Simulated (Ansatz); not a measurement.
# CH3BrSZn: one species, many methods

The task here is to estimate one member of a computed series from the others.

Method: functionals in def2-TZVPP, the program's frozen cores in correlated methods; program: Ansatz 0.2.0, Gaussian basis.

Plan: LDA (SPW92), PBE-D4, revPBE-D4, BLYP-D4, r2SCAN-D4, B97M-V, PBE0-D4, B3LYP-D4, r2SCANh-D4, r2SCAN0-D4, HSE06-D4, BHLYP-D4, CAM-B3LYP-D4, LC-ωPBE, ωB97X-V, ωB97M-V, B2PLYP, PBE-QIDH; CCSD(T)/def2-SVP; CCSD(T)/def2-TZVPP; MP2/def2-QZVPP; extrapolation to the limit; RPA on PBE.

### The geometry

All runs share one geometry, relaxed beforehand with PBE0-D4 in a triple-zeta def2 set.

SMILES `C[S][Zn][Br]`, 7 atoms, charge 0, spin multiplicity 1.

Atoms are counted from 1 here; the program's logs count them from 0.

Bond lengths: C1–S2 1.825 Å, C1–H5 1.089 Å, C1–H6 1.089 Å, C1–H7 1.090 Å, S2–Zn3 2.155 Å, Zn3–Br4 2.237 Å. Angles: S2–C1–H5 111.8°, S2–C1–H6 111.8°, S2–C1–H7 105.9°, H5–C1–H6 110.1°, H5–C1–H7 108.5°, H6–C1–H7 108.5°, C1–S2–Zn3 102.1°, S2–Zn3–Br4 179.6°.

The first run:

The input, in.yaml:

```yaml
crystal:
  periodic: [false, false, false]
  atoms:
    - {symbol: C, position_ang: [-0.999185, -0.311353, 0.624576]}
    - {symbol: S, position_ang: [0.565901, -1.188078, 0.290712]}
    - {symbol: Zn, position_ang: [1.642154, 0.248394, -0.902091]}
    - {symbol: Br, position_ang: [2.771337, 1.730055, -2.141382]}
    - {symbol: H, position_ang: [-0.836741, 0.603648, 1.191766]}
    - {symbol: H, position_ang: [-1.543322, -0.091564, -0.292458]}
    - {symbol: H, position_ang: [-1.600153, -0.991102, 1.228877]}
basis:
  gaussian: {orbitals: def2-TZVPP}
hamiltonian: {xc: lda}
output: {orbitals: {seedname: orbitals}}
```

Started as:

```console
$ ansatz run in.yaml --threads 4 --pin off --events-out ev --progress --plain --max-ram 10444MiB
```

Among the steps run: LDA; PBE-D4 (GGA); revPBE-D4 (GGA); BLYP-D4 (GGA); r2SCAN-D4 (meta-GGA); B97M-V (meta-GGA); B3LYP-D4 (hybrid); r2SCANh-D4 (hybrid); r2SCAN0-D4 (hybrid); HSE06-D4 (hybrid); BHLYP-D4 (hybrid); CAM-B3LYP-D4 (range-separated); LC-ωPBE (range-separated); ωB97X-V (range-separated); ωB97M-V (range-separated); B2PLYP (double hybrid); PBE-QIDH (double hybrid).

One table of the session follows, with a row left open; its other results are not shown here.

It belongs to the step «Frontier levels by functional». 

```
  functional  HOMO (eV)  gap (eV)
 LDA (SPW92)      -6.03      3.66
      PBE-D4      -5.88      3.80
   revPBE-D4      -5.82      3.86
     BLYP-D4      -5.73      3.69
   r2SCAN-D4      -6.13      4.32
      B97M-V      -6.18      4.25
     PBE0-D4      -7.06      5.82
    B3LYP-D4      -6.83      5.30
  r2SCANh-D4      -6.56      5.06
  r2SCAN0-D4      -7.22      6.15
    HSE06-D4      -6.66      5.06
    BHLYP-D4      -8.09      7.63
CAM-B3LYP-D4          ?         ?
     LC-ωPBE      -9.74     10.61
     ωB97X-V      -9.38     10.07
     ωB97M-V      -9.23      9.67
```

Estimate the missing values for CAM-B3LYP-D4.

As computed: HOMO (eV): -8.37; gap (eV): 8.01. In the column «HOMO (eV)» it lies between ωB97M-V (-9.23) and BHLYP-D4 (-8.09).
